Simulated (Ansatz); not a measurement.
**BS2Br (SMILES BrB1SS1): one structure at several levels**

One table from this session's results is given with a row withheld; the runs are named, their logs left out.

Program: Ansatz 0.2.0, Gaussian basis. Level of theory: single points in def2-TZVPP. These are calculated values, not measurements.

Correlated methods freeze the cores. Filled d shells of the heavier atoms are correlated.

## Where the work starts

SMILES `BrB1SS1`, 4 atoms, charge 0, spin multiplicity 1.

Atoms are counted from 1 here; the program's logs count them from 0.

Bond lengths: Br1–B2 2.025 Å, B2–S3 1.848 Å, B2–S4 1.797 Å, S3–S4 2.239 Å. Angles: Br1–B2–S3 142.1°, Br1–B2–S4 142.1°, S3–B2–S4 75.8°, B2–S3–S4 51.1°, B2–S4–S3 53.1°.

Coordinates:

```csv
atom,x (Å),y (Å),z (Å)
Br1,-2.1881,-0.4330,-0.1397
B2,-0.2070,-0.0347,-0.0138
S3,1.0267,1.3191,-0.2622
S4,1.3719,-0.7996,0.3754
```

The first run:

run/in.yaml

```yaml
crystal:
  periodic: [false, false, false]
  atoms:
    - {symbol: Br, position_ang: [-2.188100, -0.433000, -0.139700]}
    - {symbol: B, position_ang: [-0.207000, -0.034700, -0.013800]}
    - {symbol: S, position_ang: [1.026700, 1.319100, -0.262200]}
    - {symbol: S, position_ang: [1.371900, -0.799600, 0.375400]}
basis:
  gaussian: {orbitals: def2-TZVPP}
correlation: {method: ccsd_t}
output: {forces: true}
```

No record of the launch command was kept for these runs.

Among the steps run: CCSD(T)/def2-TZVPP; PBE0-D4/def2-TZVPP; wB97M-V/def2-TZVPP; r2SCAN-D4/def2-TZVPP; PBE-D4/def2-TZVPP; BLYP-D4/def2-TZVPP; HSE06-D4/def2-TZVPP.

One table of the session follows, with a row left open; its other results are not shown here.

```
   method  RMS force component (eV/Å)  angle to CCSD(T) forces (°)  dipole (D)
  CCSD(T)                       0.896                    reference        0.12
  PBE0-D4                           ?                            ?           ?
  wB97M-V                       1.022                         13.6        0.13
r2SCAN-D4                       0.946                          8.6        0.15
   PBE-D4                       0.839                          3.4        0.14
  BLYP-D4                       0.706                          9.2        0.14
 HSE06-D4                       1.027                         12.9        0.15
```

Q: Estimate the row for PBE0-D4 from the others.

The run gave: RMS force component (eV/Å): 1.037; angle to CCSD(T) forces (°): 13.5; dipole (D): 0.15. In the column «RMS force component (eV/Å)» it is the highest.
